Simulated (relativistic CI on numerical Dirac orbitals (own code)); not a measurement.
**Ions with 57 electrons, Lu¹⁴⁺ to Os¹⁹⁺: levels along an isoelectronic sequence**

How do the lowest levels of 57-electron ions move as Z rises from 71 to 76? Each ion is run with the same configurations.

Program: relativistic CI on numerical Dirac orbitals (own code) version 2. Level of theory: Dirac-Coulomb-Breit CI, KLI orbitals optimised for each configuration, model QED (radiative potential, 1s self-energy scaled to tabulated hydrogen-like ionisation energies). These are calculated values, not measurements, unless marked.

**1. The atom as given**

| Property | Result |
| --- | --- |
| electrons | 57 |
| ions | Lu¹⁴⁺, Hf¹⁵⁺, W¹⁷⁺, Re¹⁸⁺, Os¹⁹⁺ |
| configurations | [Kr] 4d10 4f9 5s2; [Kr] 4d10 4f11; [Xe] 4f3; [Kr] 4d10 4f10 5s; [Kr] 4d10 4f10 6s; [Ar] 3d10 4s 4p6 4d10 4f11 5s |

**2. Lu¹⁴⁺ (Z = 71)**

Input settings:

```ini
atom Lu  Z=71  charge=14  electrons=57
nucleus A=175  rms_radius_fm=5.3700
hamiltonian dirac-coulomb  breit=on  qed=on  c_scale=1
orbitals kli  potential=per-configuration
slater_scale 1
correlation none
mixing on
configurations
  [Kr] 4d10 4f9 5s2
  [Kr] 4d10 4f11
  [Xe] 4f3
  [Kr] 4d10 4f10 5s
  [Kr] 4d10 4f10 6s
  [Ar] 3d10 4s 4p6 4d10 4f11 5s
end
```

**3. Hf¹⁵⁺ (Z = 72)**

The settings differ from step 2 so:

```diff
@@ -1,3 +1,3 @@
-atom Lu  Z=71  charge=14  electrons=57
-nucleus A=175  rms_radius_fm=5.3700
+atom Hf  Z=72  charge=15  electrons=57
+nucleus A=180  rms_radius_fm=5.3470
 hamiltonian dirac-coulomb  breit=on  qed=on  c_scale=1
```

**4. W¹⁷⁺ (Z = 74)**

The settings differ from step 3 so:

```diff
@@ -1,3 +1,3 @@
-atom Hf  Z=72  charge=15  electrons=57
-nucleus A=180  rms_radius_fm=5.3470
+atom W  Z=74  charge=17  electrons=57
+nucleus A=184  rms_radius_fm=5.3658
 hamiltonian dirac-coulomb  breit=on  qed=on  c_scale=1
```

**5. Re¹⁸⁺ (Z = 75)**

The settings differ from step 4 so:

```diff
@@ -1,3 +1,3 @@
-atom W  Z=74  charge=17  electrons=57
-nucleus A=184  rms_radius_fm=5.3658
+atom Re  Z=75  charge=18  electrons=57
+nucleus A=187  rms_radius_fm=5.3698
 hamiltonian dirac-coulomb  breit=on  qed=on  c_scale=1
```

**6. Os¹⁹⁺ (Z = 76)**

The settings differ from step 5 so:

```diff
@@ -1,3 +1,3 @@
-atom Re  Z=75  charge=18  electrons=57
-nucleus A=187  rms_radius_fm=5.3698
+atom Os  Z=76  charge=19  electrons=57
+nucleus A=192  rms_radius_fm=5.4126
 hamiltonian dirac-coulomb  breit=on  qed=on  c_scale=1
```

(Steps that only read results are left out.)

**Question.** What will these runs give? Wanted: lowest level, first ion; lowest level, last ion; changes of the lowest level; mean jj purity of the low levels.

**Answer**, as computed:

| quantity | value |
| --- | --- |
| lowest level, first ion | 4f9 5s2 6H°15/2 |
| lowest level, last ion | 4f11 4I°15/2 |
| changes of the lowest level | at W¹⁷⁺ |
| mean jj purity of the low levels | 44 to 76 % |

What this shows: The lowest level changes from 4f9 5s2 6H°15/2 to 4f11 4I°15/2 at W¹⁷⁺. The low levels move towards jj coupling (LS purity 85 to 62 %). Only the listed configurations are in the model, so lower levels can be missing. For Hf¹⁵⁺ NIST tabulates another ground level.
